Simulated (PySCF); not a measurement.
Molecule: OGaBr2H, in a box.

```
CELL_PARAMETERS angstrom
13.00000 0.00000 0.00000
0.00000 13.00000 0.00000
0.00000 0.00000 12.00000
ATOMIC_POSITIONS crystal
O 0.49589 0.59863 0.51125
Ga 0.49951 0.46280 0.50640
Br 0.62950 0.37558 0.59030
Br 0.37250 0.37983 0.41537
H 0.55280 0.62765 0.55158
```

Base run:

- Program: PySCF 2.14.0
- Functional: HSE03
- Dispersion: D3(BJ)
- Potentials or basis: def2-svp (all-electron)
- k mesh: 1 × 1 × 1
- Occupations: fixed
- Spin: no spin polarisation

Its results: gap between the frontier levels 6.22 eV.

Problem. The run is repeated on the same cell with these changes: functional from HSE03 to r2SCAN0. What comes out?

Solution. Gap between the frontier levels 7.40 eV.

Caveats: this is a molecule in a periodic box at the Γ point, so its band gap is the HOMO-LUMO gap; relativity is left out, which matters for the heavier elements; the basis of atomic orbitals isn't converged, which shifts pressures, moduli and gaps; this program's HSE differs a little from the usual definition (some runs).

